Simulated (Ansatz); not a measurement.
# CH2BN3: taking an electron away

How much energy removes an electron from CH2BN3 at fixed geometry? The cation is run at each level and the neutral's energy taken from earlier runs.

The runs use Ansatz 0.2.0, Gaussian basis; unrestricted cation, the program's frozen cores in correlated methods.

Levels to be run: UKS PBE-D4/def2-TZVPP; UKS r2SCAN-D4/def2-TZVPP; UKS PBE0-D4/def2-TZVPP; UKS B3LYP-D4/def2-TZVPP; UKS wB97X-V/def2-TZVPP; UKS wB97M-V/def2-TZVPP; UKS B2PLYP/def2-TZVPP; UHF-CCSD(T)/def2-TZVPP; UHF-MP2/def2-QZVPP; extrapolation to the limit; then −ε(HOMO) from the neutral's earlier runs with LDA (SPW92), PBE-D4, revPBE-D4, BLYP-D4, r2SCAN-D4, B97M-V, PBE0-D4, B3LYP-D4, r2SCANh-D4, r2SCAN0-D4, HSE06-D4, BHLYP-D4, CAM-B3LYP-D4, LC-ωPBE, ωB97X-V, ωB97M-V.

**1. The relaxed structure**

All runs share one geometry, relaxed beforehand with PBE0-D4 in a triple-zeta def2 set.

SMILES `NB1N=C=N1`, 7 atoms, charge 0, spin multiplicity 1.

Atoms are counted from 1 here; the program's logs count them from 0.

Bond lengths: N1–B2 1.374 Å, N1–H6 1.005 Å, N1–H7 1.005 Å, B2–N3 1.449 Å, B2–N5 1.449 Å, N3–C4 1.388 Å, C4–N5 1.388 Å. Angles: B2–N1–H6 122.6°, B2–N1–H7 122.6°, H6–N1–H7 114.8°, N1–B2–N3 143.8°, N1–B2–N5 143.8°, N3–B2–N5 72.3°, B2–N3–C4 88.5°, N3–C4–N5 76.1°, B2–N5–C4 88.5°.

**2. Cation, UKS PBE-D4/def2-TZVPP**

in.yaml reads:

```yaml
crystal:
  periodic: [false, false, false]
  atoms:
    - {symbol: N, position_ang: [-0.727676, 0.975582, -0.050151]}
    - {symbol: B, position_ang: [0.133310, -0.073400, 0.163495]}
    - {symbol: N, position_ang: [0.211492, -1.447559, 0.617081]}
    - {symbol: C, position_ang: [1.006910, -1.728168, -0.484777]}
    - {symbol: N, position_ang: [1.500514, -0.518515, -0.016468]}
    - {symbol: H, position_ang: [-1.700067, 0.936513, 0.198898]}
    - {symbol: H, position_ang: [-0.424482, 1.855556, -0.428078]}
basis:
  gaussian: {orbitals: def2-TZVPP}
total_charge: 1
magnetization: {spin_polarized: true, initial_magnetization: 1}
hamiltonian: {xc: pbe, dispersion: d4}
```

After this run come: Cation, UKS r2SCAN-D4/def2-TZVPP; Cation, UKS PBE0-D4/def2-TZVPP; Cation, UKS B3LYP-D4/def2-TZVPP; Cation, UKS wB97X-V/def2-TZVPP; Cation, UKS wB97M-V/def2-TZVPP; Cation, UKS B2PLYP (frozen core)/def2-TZVPP; Cation, UHF-CCSD(T)/def2-TZVPP; Cation, UHF-MP2/def2-QZVPP.

Before running them: what should the planned runs give, taken together? Wanted: ionisation energy, CCSD(T)/CBS; nearest functional by difference; nearest −ε(HOMO); −ε(HOMO) of PBE; T1 of the cation.

As calculated:

| quantity | value |
| --- | --- |
| ionisation energy, CCSD(T)/CBS | 10.18 eV |
| nearest functional by difference | ωB97M-V (-0.07 eV) |
| nearest −ε(HOMO) | LC-ωPBE (+0.14 eV) |
| −ε(HOMO) of PBE | 6.09 eV |
| T1 of the cation | 0.032 |

What this shows: Energy differences with functionals land within 0.50 eV of the reference. The PBE orbital energy is 4.1 eV too small: a semilocal HOMO is no ionisation energy. Among orbital estimates LC-ωPBE comes nearest. Hartree-Fock falls 1.04 eV short, as the neutral has more correlation energy than the cation. The cation's T1 (from the report) is 0.032, near the customary mark of 0.045 for open shells, so the coupled-cluster value is less safe.
